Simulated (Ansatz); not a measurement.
Nudged elastic band run: SiW8C8

The input (input.yaml):

```yaml
crystal:
  lattice:
    - [5.6981, 0.0, 0.0]
    - [-2.84905, 4.934699, 0.0]
    - [0.0, 0.0, 15.19556]
  atoms:
    - { symbol: W, position: [0.0, 0.0, 0.0658087] }
    - { symbol: C, position: [0.33682708, 0.16841541, 0.15368539] }
    - { symbol: W, position: [9.12e-06, -8.04e-06, 0.24636388] }
    - { symbol: C, position: [0.31551942, 0.15774356, 0.33893971] }
    - { symbol: W, position: [0.0, 0.5, 0.0658087] }
    - { symbol: C, position: [0.33333836, 0.66667532, 0.15565983] }
    - { symbol: W, position: [-0.00167743, 0.49915118, 0.2574299] }
    - { symbol: C, position: [0.33333639, 0.66664604, 0.3322962] }
    - { symbol: W, position: [0.5, 0.0, 0.0658087] }
    - { symbol: C, position: [0.8315875, 0.16841449, 0.1536856] }
    - { symbol: W, position: [0.50085759, 0.00168446, 0.25742625] }
    - { symbol: C, position: [0.84225902, 0.15774067, 0.33893959] }
    - { symbol: W, position: [0.5, 0.5, 0.0658087] }
    - { symbol: C, position: [0.83158823, 0.66317632, 0.15368276] }
    - { symbol: W, position: [0.50085804, 0.49915218, 0.2574302] }
    - { symbol: C, position: [0.8422612, 0.68449065, 0.33894093] }
    - { symbol: Si, position: [1.605e-05, -4.09e-06, 0.40890425] }
basis:
  ecutwfc: 420.0
kpoints:
  mp_grid: { grid: [4, 4, 1] }
hamiltonian:
  xc: pbe
  dispersion: d3bj
  pseudopotentials: { kind: paw, azcp: { folder: soft_1 } }
scf:
  occupations: { method: fermi_dirac, width: 0.1 }
  lower_state_search: "off"
neb:
  images: 7
  f_tol: 0.03
  initial_path: linear
  max_iterations: 59
  spring: 1.0
  constraints: [{ sites: [0, 4, 8, 12] }]
  final_atoms:
    - { symbol: W, position: [0.0, 0.0, 0.0658087] }
    - { symbol: C, position: [0.33333838, 0.16667536, 0.15565983] }
    - { symbol: W, position: [-0.00167741, -0.00084878, 0.2574299] }
    - { symbol: C, position: [0.33333641, 0.16664608, 0.3322962] }
    - { symbol: W, position: [0.0, 0.5, 0.0658087] }
    - { symbol: C, position: [0.3368271, 0.66841545, 0.15368539] }
    - { symbol: W, position: [9.14e-06, 0.499992, 0.24636388] }
    - { symbol: C, position: [0.31551944, 0.6577436, 0.33893971] }
    - { symbol: W, position: [0.5, 0.0, 0.0658087] }
    - { symbol: C, position: [0.83158825, 0.16317636, 0.15368276] }
    - { symbol: W, position: [0.50085806, -0.00084778, 0.2574302] }
    - { symbol: C, position: [0.84226122, 0.18449069, 0.33894093] }
    - { symbol: W, position: [0.5, 0.5, 0.0658087] }
    - { symbol: C, position: [0.83158752, 0.66841453, 0.1536856] }
    - { symbol: W, position: [0.50085761, 0.5016845, 0.25742625] }
    - { symbol: C, position: [0.84225904, 0.65774071, 0.33893959] }
    - { symbol: Si, position: [1.607e-05, 0.49999595, 0.40890425] }
  order_check: true
```

Launched with:

```bash
$ ansatz run input.yaml --threads 4 --pin off --max-ram 10240MiB --backend cpu --events-out ev --progress --plain --runs-dir out
```

Output, in part (warnings, iteration lines):

```
NEB end point (image 0): max|allowed force component| = 5.476e-3 eV/Å (the criterion of neb.relax_end_points is 1.000e-2)
NEB end point (image 8): max|allowed force component| = 5.482e-3 eV/Å (the criterion of neb.relax_end_points is 1.000e-2)
WARN: dispersion: an atom stands within reach of a switch of its C6 between two reference coordination numbers of its element: through that C6 alone, e_disp changes by 0.025 eV or more while the distances to its neighbours run over a stretch of 0.05 Å that contains this geometry (sites counted from …
NEB iter   1: max|band force component| = 2.722e1 eV/Å  barrier→ = 7.4256 eV  barrier← = 7.4256 eV  Δτ_max = 0.1880 Å  (97 SCF iters)
NEB iter   2: max|band force component| = 9.662e0 eV/Å  barrier→ = 2.9700 eV  barrier← = 2.9700 eV  Δτ_max = 0.1971 Å  (59 SCF iters)
NEB iter   3: max|band force component| = 5.556e0 eV/Å  barrier→ = 1.3214 eV  barrier← = 1.3214 eV  Δτ_max = 0.2000 Å  (58 SCF iters)
NEB iter   4: max|band force component| = 1.724e0 eV/Å  barrier→ = 1.0287 eV  barrier← = 1.0287 eV  Δτ_max = 0.1938 Å  (59 SCF iters)
NEB iter   5: max|band force component| = 1.264e0 eV/Å  barrier→ = 0.9881 eV  barrier← = 0.9881 eV  Δτ_max = 0.0730 Å  (54 SCF iters)
NEB iter   6: max|band force component| = 9.067e-1 eV/Å  barrier→ = 0.9746 eV  barrier← = 0.9746 eV  Δτ_max = 0.0451 Å  (50 SCF iters)
NEB iter   7: max|band force component| = 6.119e-1 eV/Å  barrier→ = 0.9653 eV  barrier← = 0.9653 eV  Δτ_max = 0.0417 Å  (49 SCF iters)
NEB iter   8: max|band force component| = 3.223e-1 eV/Å  barrier→ = 0.9688 eV  barrier← = 0.9688 eV  CI = image 2  Δτ_max = 0.0323 Å  (45 SCF iters)
NEB iter   9: max|band force component| = 1.184e-1 eV/Å  barrier→ = 0.9707 eV  barrier← = 0.9707 eV  CI = image 2  Δτ_max = 0.0065 Å  (43 SCF iters)
NEB iter  10: max|band force component| = 1.915e-2 eV/Å  barrier→ = 0.9706 eV  barrier← = 0.9706 eV  CI = image 2  Δτ_max = 0.0000 Å  (270 SCF iters)
```

It converged. The profile has 2 maxima (images 2, 6) with wells between them (image 4): this band takes more than one step, which may be the mechanism or a detour left from its start path. By the program's own check the climbing image is a first-order saddle point (lowest curvatures found: -4.59 and 2.71 eV/Å²). Limits of this set-up: coarse k mesh, thin slab, slab without dipole correction.

Final band (atoms are numbered from 1 in the order of the input):

| image | path coordinate (Å) | energy (eV) | W3–Si17 (Å) | C4–Si17 (Å) | W7–Si17 (Å) |
| --- | --- | --- | --- | --- | --- |
| 0 | 0.00 | 0.00 | 2.47 | 1.89 | 3.66 |
| 1 | 0.44 | 0.57 | 2.55 | 1.85 | 3.48 |
| 2 | 0.87 | 0.97 | 2.66 | 1.85 | 3.28 |
| 3 | 1.33 | 0.54 | 2.70 | 1.85 | 2.99 |
| 4 | 1.79 | 0.03 | 2.77 | 1.86 | 2.77 |
| 5 | 2.25 | 0.46 | 2.97 | 2.18 | 2.71 |
| 6 | 2.70 | 0.97 | 3.25 | 2.71 | 2.66 |
| 7 | 3.16 | 0.61 | 3.47 | 3.12 | 2.55 |
| 8 | 3.62 | 0.00 | 3.66 | 3.49 | 2.47 |

Run time: 20 min on 4 threads of Arm Neoverse V1, on a shared host, peak memory 3.2 GiB.
